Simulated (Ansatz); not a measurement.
Write a Python script for Ansatz 0.2.0, Python API that makes a phonon calculation by linear response of Li2Pt, space group P6/mmm. Use: PBEsol, PAW, cutoff 435 eV, 8×8×12 k-points, Methfessel-Paxton smearing of 0.1 eV.

```xyz
3
Lattice="4.1860 0.0000 0.0000 -2.0930 3.6252 0.0000 0.0000 0.0000 2.6610" Properties=species:S:1:pos:R:3 pbc="T T T"
Li    0.0000    2.4168    1.3305
Li    2.0930    1.2084    1.3305
Pt    0.0000    0.0000    0.0000
```

Script `li2pt_dfpt.py`:
```python
"""DFPT phonons of Li2Pt."""

from pathlib import Path

import ansatz as az
import numpy as np

crystal = (
    az.Lattice.of((4.186, 0.0, 0.0), (-2.093, 3.625182, 0.0), (0.0, 0.0, 2.661))
    .atom("Li", (1 / 3, 2 / 3, 0.5))
    .atom("Li", (2 / 3, 1 / 3, 0.5))
    .atom("Pt", (0.0, 0.0, 0.0))
)

setup = (
    crystal.calculation()
    .basis(16 * az.Ha)
    .occupations("methfessel_paxton")
    .functional("pbesol")
    .scf(tolerance=1e-07, max_iterations=65)
    .pseudopotentials("paw")
    .kpoints(8, 8, 12)
    .phonons("dfpt", points=[(0, 0, 0), (0.5, 0.5, 0), (0.5, 0, 0.5)])
)
result = setup.run(threads=1, runs_dir="runs")
ph = result.phonons

for q in ph.qpoints:
    print("q =", np.round(q.q_frac, 3), "1/cm:", " ".join(f"{w:.1f}" for w in q.omega_inv_cm))
```

Running `python li2pt_dfpt.py` prints:
```text
RunWarning: eigensolver did not converge (k=28): 1 band(s) unlocked after 20 sweeps at ethr=1.00e-12 eV (lowest unlocked band 15, counted from 0; max residual 7.49e-6 eV among the unlocked bands, [...]
q = [0. 0. 0.] 1/cm: -88.9 -0.0 -0.0 -0.0 189.8 249.8 249.8 487.1 487.1
q = [0.5 0.5 0. ] 1/cm: 35.1 63.6 80.1 89.6 142.8 231.0 306.9 425.3 454.6
q = [0.5 0.  0.5] 1/cm: 60.9 62.7 162.3 205.1 303.9 361.8 393.1 395.1 475.8
```
(Warnings from the package without file and line, shortened.)

Spin is left out of this run. The cell isn't relaxed first, so the values belong to this volume. A negative frequency stands for an imaginary mode. Spin-orbit coupling, which matters for elements this heavy, is left out. The structure is a deposited one; some such entries were measured under pressure or heat, so a shift against it needn't be the functional's error alone. The structure is taken as given; imaginary modes can come from an unrelaxed or unstable start. Phonons of metals also depend on mesh and smearing. By the engine's processor time: 2.4 min on 1 thread of Intel(R) Xeon(R) Processor @ 2.30GHz, on a shared host, peak memory 0.91 GiB.
